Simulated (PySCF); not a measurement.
# C4H6F2O: the cost of one run

The runs use PySCF 2.14.0, with density-fitted response routines of our own; the level of theory stands in each step. All values are computed, except where a source is named. Atoms count from 0, in the outputs and in this text.

## Step 1: Starting geometry

13 atoms, charge 0, multiplicity 1; geometry from: GFN2-xTB. The atoms were then displaced at random by about 0.01 Å, so the start is not that level's minimum.

Bonds of the start (Å): C0–C1 1.51, C1–C2 1.51, C2–F3 1.38, C2–F4 1.36, C1–C5 1.48, C5–O6 1.40, O6–C1 1.39, C0–H7 1.10, C0–H8 1.09, C0–H9 1.06, C2–H10 1.10, C5–H11 1.08, C5–H12 1.07.

## Step 2: Geometry optimisation at PBE0-D3(BJ)/def2-SVP

Job settings and geometry (Å):

```
{"job": {"xc": "PBE0", "basis": "def2-SVP", "d3": "d3bj", "grid": 1, "shake": 0.01, "kind": "geom"}, "charge": 0, "multiplicity": 1}
C     -0.980190    -1.040050     0.343770
C     -0.111100     0.072370    -0.196360
C      1.359140    -0.260150    -0.216780
F      1.922360    -0.177350     1.045280
F      1.598560    -1.531770    -0.630780
C     -0.460380     1.501500    -0.063070
O     -0.530140     0.826520    -1.288240
H     -2.023780    -0.695410     0.281580
H     -0.737250    -1.223920     1.391940
H     -0.877530    -1.920640    -0.242700
H      1.945560     0.416320    -0.848620
H     -1.396420     1.762190     0.402850
H      0.297010     2.253500     0.010810
```

The run is started by

```console
OMP_NUM_THREADS=1 python probes_run.py task.json out
```

The driver reads the jobs from task.json and runs them one after another.

**Question.** How long does this first job take on 1 thread of Arm Neoverse V1, shared host, and how much memory does it need?

About 77 s, with a peak of 0.51 GiB.
